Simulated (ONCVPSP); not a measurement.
# An ONCV potential for Cu, from input to tests

Aim: build the potential from the settings below, then test how well it stands in for the atom: other configurations, scattering, ghost states and the plane-wave cutoff that it needs.

Program: ONCVPSP 4.0.1.1 (patched build). Reference atom: PBEsol, scalar-relativistic, spherical and spin-unpolarised. All values are calculated.

## (1) The atom and the settings

Typed settings, in words:

* element: copper (Cu, Z = 29)
* type: optimised norm-conserving Vanderbilt (ONCV)
* frozen core: [Ne]
* valence charge: 19
* reference configuration: 3s2 3p6 3d10 4s1
* partial waves: 3s+4s: rc 1.20 bohr, ncon 4, nbas 7, qcut 12.5 1/bohr, 2 projectors; 3p: rc 1.05 bohr, ncon 4, nbas 7, qcut 13.4 1/bohr, 2 projectors, debl 2 Ha; 3d: rc 1.10 bohr, ncon 3, nbas 7, qcut 11.4 1/bohr, 2 projectors, debl 3.5 Ha
* local potential: polynomial inside 0.85 bohr (lpopt 5, dvloc0 4 Ha)
* core correction: Teter function, fcfact 6, rcfact 1.05

An earlier all-electron run gives the scale for the radii.

All-electron outer shells of the reference configuration (PBEsol, scalar-relativistic, ld1.x):

```tsv
shell	level (eV)	outermost node (bohr)	outermost maximum (bohr)
2p	-916.42	–	0.16
3s	-114.40	0.29	0.61
3p	-72.00	0.26	0.62
3d	-5.06	–	0.60
4s	-4.61	0.89	2.27
4p	-0.64	0.98	3.56
```

## (2) The generation run

Cu.dat reads:

```
# ATOM AND REFERENCE CONFIGURATION
# atsym  z   nc   nv     iexc    psfile
  Cu 29.00    3    4  -116133      upf
#
#   n    l    f
    1    0    2.00
    2    0    2.00
    2    1    6.00
    3    0    2.00
    3    1    6.00
    3    2   10.00
    4    0    1.00
#
# PSEUDOPOTENTIAL AND OPTIMIZATION
# lmax
    2
#
#   l,   rc,      ep,       ncon, nbas, qcut
    0    1.20    0.00    4    7   12.50
    1    1.05    0.00    4    7   13.40
    2    1.10    0.00    3    7   11.40
#
# LOCAL POTENTIAL
# lloc, lpopt,  rc(5),   dvloc0
    4    5    0.85    4.00
#
# VANDERBILT-KLEINMAN-BYLANDER PROJECTORs
# l, nproj, debl
    0    2    3.40
    1    2    2.00
    2    2    3.50
#
# MODEL CORE CHARGE
# icmod, fcfact, rcfact
    3    6.00    1.05
#
# LOG DERIVATIVE ANALYSIS
# epsh1, epsh2, depsh
   -6.00    5.00    0.04
#
# OUTPUT GRID
# rlmax, drl
    6.00    0.01
#
# TEST CONFIGURATIONS
# ncnf
    4
# nvcnf
#   n    l    f
    4
    3    0    2.00
    3    1    6.00
    3    2   10.00
    4    0    0.00
#
    4
    3    0    2.00
    3    1    6.00
    3    2    9.00
    4    0    0.00
#
    4
    3    0    2.00
    3    1    6.00
    3    2    8.00
    4    0    0.00
#
    5
    3    0    2.00
    3    1    6.00
    3    2    9.00
    4    0    1.00
    4    1    1.00
#
```

Launch:

```sh
$ oncvpsp.x < Cu.dat > Cu.out
```

What does the calculation give? Wanted: cutoffs for 1 and 0.1 mHa per electron, occupied waves; bound ghosts; GHOST(+) flags; largest test error; largest phase difference near zero energy, channels read; rms error of d²Exc/dn², without and with the model core; projector energies reset by the program.

The runs gave:

```
                                                quantity                                            value
  cutoffs for 1 and 0.1 mHa per electron, occupied waves                                 60 Ha and 151 Ha
                                            bound ghosts                                       none found
                                          GHOST(+) flags                               none at low energy
                            largest test error (AE − PS)  -9.7 meV, for 3s2 3p6 3d9 4s0 (1 test unsolved)
largest phase difference near zero energy, channels read                                        0.000 rad
 rms error of d²Exc/dn², without and with the model core                                2.12 and 1.03 mHa
                 projector energies reset by the program                              p: -2.646, 0.250 Ha
```

**Reading.** By total energies transferability is good where solved: the largest error is 9.7 meV on 29.4 eV, for 3s2 3p6 3d9 4s0. Of the tests 1 gave no usable energy difference, which is a warning in itself. The potential is hard: the looser tolerance needs 60 Ha. At the looser tolerance the 3d wave is the slowest; 3p needs 47 Ha. It is free of bound ghosts as far as tested. Near zero energy the phases of the channels with partial waves agree within 0.001 rad.
